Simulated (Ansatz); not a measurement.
# H₈OSi₂Sn: up Jacob's ladder to CCSD(T)

An exercise on one series of results from a longer session: the logs are not shown, and one member is left open.

Program: Ansatz 0.2.0, Gaussian basis. Level of theory: functionals in def2-TZVPP, the program's frozen cores in correlated methods. These are calculated values, not measurements.

Plan: LDA (SPW92), PBE-D4, revPBE-D4, BLYP-D4, r2SCAN-D4, B97M-V, PBE0-D4, B3LYP-D4, r2SCANh-D4, r2SCAN0-D4, HSE06-D4, BHLYP-D4, CAM-B3LYP-D4, LC-ωPBE, ωB97X-V, ωB97M-V, B2PLYP, PBE-QIDH; CCSD(T)/def2-SVP; CCSD(T)/def2-TZVPP; MP2/def2-QZVPP; extrapolation to the limit; RPA on PBE.

## Structure used throughout

An earlier PBE0-D4 in a triple-zeta def2 set relaxation fixed the geometry. Sn takes the def2 core potential; no spin-orbit term is included.

SMILES `O[SiH2][SiH2][SnH3]`, 12 atoms, charge 0, spin multiplicity 1.

Atoms are counted from 1 here; the program's logs count them from 0.

Bond lengths: O1–Si2 1.652 Å, O1–H5 0.960 Å, Si2–Si3 2.344 Å, Si2–H6 1.483 Å, Si2–H7 1.492 Å, Si3–Sn4 2.566 Å, Si3–H8 1.489 Å, Si3–H9 1.489 Å, Sn4–H10 1.707 Å, Sn4–H11 1.719 Å, Sn4–H12 1.706 Å. Angles: Si2–O1–H5 117.2°, O1–Si2–Si3 109.8°, O1–Si2–H6 105.7°, O1–Si2–H7 111.8°, Si3–Si2–H6 113.1°, Si3–Si2–H7 107.8°, H6–Si2–H7 108.8°, Si2–Si3–Sn4 105.6°, Si2–Si3–H8 111.8°, Si2–Si3–H9 112.4°, Sn4–Si3–H8 108.5°, Sn4–Si3–H9 109.7°, H8–Si3–H9 108.8°, Si3–Sn4–H10 111.9°, Si3–Sn4–H11 107.9°, Si3–Sn4–H12 113.7°, H10–Sn4–H11 106.8°, H10–Sn4–H12 108.9° and more.

Set-up of the first run:

Input file in.yaml:

```yaml
crystal:
  periodic: [false, false, false]
  atoms:
    - {symbol: O, position_ang: [-1.943541, 1.300058, -0.321103]}
    - {symbol: Si, position_ang: [-0.689654, 1.597567, 0.712313]}
    - {symbol: Si, position_ang: [0.465640, -0.394436, 1.152048]}
    - {symbol: Sn, position_ang: [0.851547, -1.487591, -1.137420]}
    - {symbol: H, position_ang: [-1.748882, 0.796687, -1.114515]}
    - {symbol: H, position_ang: [-1.300700, 2.195904, 1.924436]}
    - {symbol: H, position_ang: [0.283964, 2.570407, 0.135700]}
    - {symbol: H, position_ang: [-0.338717, -1.325764, 1.990221]}
    - {symbol: H, position_ang: [1.774153, -0.156193, 1.821266]}
    - {symbol: H, position_ang: [2.305748, -0.960412, -1.858675]}
    - {symbol: H, position_ang: [-0.425968, -0.998959, -2.178498]}
    - {symbol: H, position_ang: [0.843411, -3.192468, -1.091674]}
basis:
  gaussian: {orbitals: def2-TZVPP}
hamiltonian: {xc: lda}
output: {orbitals: {seedname: orbitals}}
```

Steps of the session up to this table: LDA; PBE-D4 (GGA); revPBE-D4 (GGA); BLYP-D4 (GGA); r2SCAN-D4 (meta-GGA); B97M-V (meta-GGA); PBE0-D4 (hybrid); B3LYP-D4 (hybrid); r2SCANh-D4 (hybrid); r2SCAN0-D4 (hybrid); HSE06-D4 (hybrid); BHLYP-D4 (hybrid); CAM-B3LYP-D4 (range-separated); LC-ωPBE (range-separated); ωB97X-V (range-separated); ωB97M-V (range-separated); B2PLYP (double hybrid); PBE-QIDH (double hybrid).

One of the session's tables, all rows but one given; the rest of the session is left out.

It belongs to the step «Frontier levels by functional». 

| functional | HOMO (eV) | gap (eV) |
| --- | --- | --- |
| LDA (SPW92) | -6.66 | 4.85 |
| PBE-D4 | -6.56 | 4.96 |
| revPBE-D4 | -6.51 | 5.02 |
| BLYP-D4 | -6.43 | 4.96 |
| r2SCAN-D4 | -6.81 | 5.49 |
| B97M-V | -6.92 | 5.43 |
| PBE0-D4 | -7.63 | 6.86 |
| B3LYP-D4 | -7.44 | 6.46 |
| r2SCANh-D4 | -7.21 | 6.17 |
| r2SCAN0-D4 | ? | ? |
| HSE06-D4 | -7.25 | 6.10 |
| BHLYP-D4 | -8.57 | 8.66 |
| CAM-B3LYP-D4 | -8.85 | 9.05 |
| LC-ωPBE | -10.10 | 11.38 |
| ωB97X-V | -9.80 | 10.97 |
| ωB97M-V | -9.59 | 10.46 |

Estimate the missing values for r2SCAN0-D4.

Worked estimate for «HOMO (eV)». Against the share of exact exchange, r2SCAN-D4 (0, -6.81), r2SCANh-D4 (0.1, -7.21) give a slope of -4.00 per unit share; at 0.25 the line stands at -7.81.

**Answer.** HOMO (eV): -7.79; gap (eV): 7.16. In «HOMO (eV)» the line misses by -0.02.
